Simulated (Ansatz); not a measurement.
# AlBrH4OSi: basis-set convergence

How large a basis does AlBrH4OSi need? Two functionals are run in growing sets.

Computed with Ansatz 0.2.0, Gaussian basis. Level: one geometry, several basis sets.

Levels to be run: PBE0-D4/def2-SVP; ωB97M-V/def2-SVP; PBE0-D4/def2-QZVPP; ωB97M-V/def2-QZVPP; the functionals' def2-TZVPP values are taken from earlier runs.

### Step 1. Structure used throughout

The geometry comes from an earlier relaxation with PBE0-D4 in a triple-zeta def2 set; it is a stationary point, not always the lowest conformer.

SMILES `[SiH3][O][AlH][Br]`, 8 atoms, charge 0, spin multiplicity 1.

Atoms are counted from 1 here; the program's logs count them from 0.

Bond lengths: Si1–O2 1.631 Å, Si1–H5 1.487 Å, Si1–H6 1.486 Å, Si1–H7 1.486 Å, O2–Al3 1.672 Å, Al3–Br4 2.248 Å, Al3–H8 1.565 Å. Angles: O2–Si1–H5 110.7°, O2–Si1–H6 109.4°, O2–Si1–H7 109.3°, H5–Si1–H6 109.1°, H5–Si1–H7 109.1°, H6–Si1–H7 109.2°, Si1–O2–Al3 160.4°, O2–Al3–Br4 118.5°, O2–Al3–H8 120.7°, Br4–Al3–H8 120.8°.

Coordinates:

```xyz
8

Si    0.2502    1.4296   -0.0194
O     0.2253   -0.1650    0.3221
Al   -0.1353   -1.7943    0.2104
Br   -1.4839   -2.4820   -1.4521
H    -0.4343    1.7014   -1.3108
H    -0.4391    2.1777    1.0636
H     1.6595    1.8910   -0.1105
H     0.4498   -2.8157    1.2411
```

### Step 2. PBE0-D4 in def2-SVP

in.yaml reads:

```yaml
crystal:
  periodic: [false, false, false]
  atoms:
    - {symbol: Si, position_ang: [0.250245, 1.429638, -0.019445]}
    - {symbol: O, position_ang: [0.225303, -0.164968, 0.322113]}
    - {symbol: Al, position_ang: [-0.135324, -1.794273, 0.210350]}
    - {symbol: Br, position_ang: [-1.483881, -2.481961, -1.452122]}
    - {symbol: H, position_ang: [-0.434271, 1.701435, -1.310824]}
    - {symbol: H, position_ang: [-0.439149, 2.177651, 1.063556]}
    - {symbol: H, position_ang: [1.659487, 1.891033, -0.110520]}
    - {symbol: H, position_ang: [0.449790, -2.815654, 1.241093]}
basis:
  gaussian: {orbitals: def2-SVP}
hamiltonian: {xc: pbe0, dispersion: d4}
output: {orbitals: {seedname: orbitals}}
```

Further steps of the session: ωB97M-V in def2-SVP; PBE0-D4 in def2-QZVPP; ωB97M-V in def2-QZVPP.

**Question.** What will the summary of the whole plan be? Wanted: PBE0-D4: double and triple zeta above quadruple; ωB97M-V: double and triple zeta above quadruple.

As calculated:

| quantity | value |
| --- | --- |
| PBE0-D4: double and triple zeta above quadruple | 18.38, 2.05 eV |
| ωB97M-V: double and triple zeta above quadruple | 18.31, 1.95 eV |

What this shows: For PBE0-D4 the step from double to triple zeta gains 16.33 eV and the next only 2.05 eV. Total energies overstate the basis error of differences, where much of it tends to cancel.
